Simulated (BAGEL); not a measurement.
**ROHF/cc-pVDZ (density fitting with qzvpp-jkfit) run of GeNH3Cl (SMILES [NH2][GeH][Cl])**

What is the vertical doublet–quartet gap of GeNH3Cl at ROHF/cc-pVDZ (density fitting with qzvpp-jkfit)? 

Program for the calculation: BAGEL 1.2.2.

## 1. The structure to begin with

The species is GeNH3Cl (6 atoms), meant as a doublet with charge 0. As SMILES, `[NH2][GeH][Cl]`. Geometry: relaxed at PBE0-D4/def2-TZVP. This is one conformer, not always the lowest.

Bond lengths: N1–Ge2 1.836 Å, Ge2–Cl3 2.169 Å, N1–H4 1.011 Å, N1–H5 1.011 Å, Ge2–H6 1.560 Å. Angles: N1–Ge2–Cl3 104.1°, N1–Ge2–H6 106.5°, Cl3–Ge2–H6 107.8°, Ge2–N1–H4 115.7°, Ge2–N1–H5 115.6°, H4–N1–H5 109.9°.

## 2. The energy at ROHF/cc-pVDZ (density fitting with qzvpp-jkfit)

input.json

```json
{ "bagel" : [

{
  "title" : "molecule",
  "basis" : "cc-pvdz.json",
  "df_basis" : "qzvpp-jkfit",
  "angstrom" : "true",
  "geometry" : [
    { "atom" : "N", "xyz" : [      -0.446300,       0.317900,      -0.788300 ] },
    { "atom" : "Ge", "xyz" : [       0.075400,      -0.151000,       0.908100 ] },
    { "atom" : "Cl", "xyz" : [       1.243000,      -1.956900,       0.623300 ] },
    { "atom" : "H", "xyz" : [      -0.984500,       1.171200,      -0.861400 ] },
    { "atom" : "H", "xyz" : [      -0.888700,      -0.414300,      -1.327200 ] },
    { "atom" : "H", "xyz" : [       1.043200,       0.969100,       1.399300 ] }
  ]
},

{ "title" : "rohf", "nopen" : 1 },

{ "title" : "print", "file" : "orbitals.molden", "orbitals" : "true" }

]}
```

The basis set cc-pVDZ is read from a file made from the Basis Set Exchange's data (not shown).

The run is started by

```console
$ BAGEL_NUM_THREADS=1 BAGEL input.json > input.out
```

The program printed:

```text
* using 1 threads per process

  ===============================================================
  ===============================================================

  *** Geometry ***

  { "atom" : "N", "xyz" : [     -0.843385,      0.600744,     -1.489671 ] },
  { "atom" : "Ge", "xyz" : [      0.142485,     -0.285349,      1.716060 ] },
  { "atom" : "Cl", "xyz" : [      2.348930,     -3.698005,      1.177866 ] },
  { "atom" : "H", "xyz" : [     -1.860435,      2.213247,     -1.627810 ] },
  { "atom" : "H", "xyz" : [     -1.679400,     -0.782914,     -2.508045 ] },
  { "atom" : "H", "xyz" : [      1.971362,      1.831334,      2.644294 ] },

  Number of auxiliary basis functions:      525

  Since a DF basis is specified, we compute 2- and 3-index integrals:
    o Being stored without compression. Storage requirement is 0.023 GB

  Number of basis functions:       74
  Number of electrons      :       59

    * METHOD: MOLECULE                             0.46

  *** Open-shell HF ***

  === Nuclear Repulsion ===
   259.0768003271

      * DIIS with orbital gradients will be used.

  === ROHF iteration (cc-pvdz.json) ===
      0      -2590.84666295          0.03512153           0.25
      1      -2590.97678159          0.02611287           0.25
      2      -2591.02521674          0.01604581           0.24
      3      -2591.05893267          0.00141217           0.24
      4      -2591.05981047          0.00061112           0.24
      5      -2591.06011178          0.00028235           0.24
      6      -2591.06019489          0.00006544           0.24
      7      -2591.06023514          0.00001869           0.24
      8      -2591.06024288          0.00000819           0.24
      9      -2591.06024381          0.00000308           0.24
     10      -2591.06024411          0.00000102           0.24
     11      -2591.06024436          0.00000047           0.24
     12      -2591.06024433          0.00000014           0.24
     13      -2591.06024435          0.00000007           0.24
     14      -2591.06024436          0.00000002           0.24
     15      -2591.06024436          0.00000001           0.24
     16      -2591.06024436          0.00000000           0.24
    * SCF iteration converged.

    * S^2 (ROHF) is 0.7500

    * Permanent dipole moment:
           (    1.049832,    -0.765526,    -0.030367) a.u.

    * METHOD: ROHF                                 4.41

    * METHOD: PRINT                                0.03

  ===============================================================
```

Wall time 5.1 s (1 thread of Arm Neoverse N1, shared host); peak memory 0.12 GiB.

## 3. The quartet at the same level

Changes to input.json since step 2:

```diff
@@ -6,3 +6,3 @@
   "df_basis" : "qzvpp-jkfit",
-  "angstrom" : "true",
+  "angstrom" : true,
   "geometry" : [
@@ -17,5 +17,12 @@
 
-{ "title" : "rohf", "nopen" : 1 },
+{
+  "title" : "rohf",
+  "nopen" : 3
+},
 
-{ "title" : "print", "file" : "orbitals.molden", "orbitals" : "true" }
+{
+  "title" : "print",
+  "file" : "orbitals.molden",
+  "orbitals" : true
+}
```

The basis set cc-pVDZ is read from a file made from the Basis Set Exchange's data (not shown).

The run is started by

```console
$ BAGEL_NUM_THREADS=1 BAGEL input.json > input.out
```

The program printed:

```text
* using 1 threads per process

  ===============================================================
  ===============================================================

  *** Geometry ***

  { "atom" : "N", "xyz" : [     -0.843385,      0.600744,     -1.489671 ] },
  { "atom" : "Ge", "xyz" : [      0.142485,     -0.285349,      1.716060 ] },
  { "atom" : "Cl", "xyz" : [      2.348930,     -3.698005,      1.177866 ] },
  { "atom" : "H", "xyz" : [     -1.860435,      2.213247,     -1.627810 ] },
  { "atom" : "H", "xyz" : [     -1.679400,     -0.782914,     -2.508045 ] },
  { "atom" : "H", "xyz" : [      1.971362,      1.831334,      2.644294 ] },

  Number of auxiliary basis functions:      525

  Since a DF basis is specified, we compute 2- and 3-index integrals:
    o Being stored without compression. Storage requirement is 0.023 GB

  Number of basis functions:       74
  Number of electrons      :       59

    * METHOD: MOLECULE                             0.46

  *** Open-shell HF ***

  === Nuclear Repulsion ===
   259.0768003271

      * DIIS with orbital gradients will be used.

  === ROHF iteration (cc-pvdz.json) ===
      0      -2590.43626631          0.03630385           0.24
      1      -2590.53329025          0.04199170           0.24
      2      -2590.60239945          0.02968747           0.24
      3      -2590.77565256          0.00761748           0.24
      4      -2590.80201100          0.00484519           0.24
      5      -2590.81742891          0.00344658           0.24
      6      -2590.82961659          0.00162977           0.24
      7      -2590.83141269          0.00161087           0.24
      8      -2590.83278213          0.00113540           0.24
      9      -2590.83343496          0.00059900           0.24
     10      -2590.83370497          0.00017766           0.24
     11      -2590.83383224          0.00011922           0.24
     12      -2590.83385939          0.00009769           0.24
     13      -2590.83389798          0.00008667           0.24
     14      -2590.83397286          0.00007025           0.24
     15      -2590.83399956          0.00005723           0.24
     16      -2590.83404533          0.00004604           0.24
     17      -2590.83405084          0.00002622           0.24
     18      -2590.83405246          0.00001509           0.24
     19      -2590.83405286          0.00000811           0.24
     20      -2590.83405167          0.00000411           0.24
     21      -2590.83405130          0.00000263           0.24
     22      -2590.83405139          0.00000169           0.24
     23      -2590.83405143          0.00000101           0.24
     24      -2590.83405125          0.00000072           0.24
     25      -2590.83405124          0.00000054           0.24
     26      -2590.83405126          0.00000034           0.24
     27      -2590.83405123          0.00000019           0.24
     28      -2590.83405121          0.00000010           0.24
     29      -2590.83405122          0.00000008           0.24
     30      -2590.83405122          0.00000006           0.24
     31      -2590.83405122          0.00000005           0.24
     32      -2590.83405122          0.00000004           0.24
     33      -2590.83405122          0.00000002           0.24
     34      -2590.83405122          0.00000002           0.24
     35      -2590.83405122          0.00000001           0.24
    * SCF iteration converged.

    * S^2 (ROHF) is 3.7500

    * Permanent dipole moment:
           (    1.058630,    -0.822084,     1.428232) a.u.

    * METHOD: ROHF                                 8.91

    * METHOD: PRINT                                0.02

  ===============================================================
```

It took 9.6 s on 1 thread of Arm Neoverse N1, shared host; peak memory 0.12 GiB.

## 4. Outcome

At ROHF/cc-pVDZ (density fitting with qzvpp-jkfit):

| quantity | value |
| --- | --- |
| doublet: total energy | -2591.06024 Eh |
| doublet: dipole moment | 3.30 D |
| doublet: ⟨S²⟩ | 0.750 |
| quartet: total energy | -2590.83405 Eh |
| quartet: dipole moment | 4.98 D |
| quartet: ⟨S²⟩ | 3.750 |
| vertical energy of the quartet above the doublet | 6.155 eV |

At this shape the quartet lies 6.16 eV (142 kcal/mol) above the doublet.
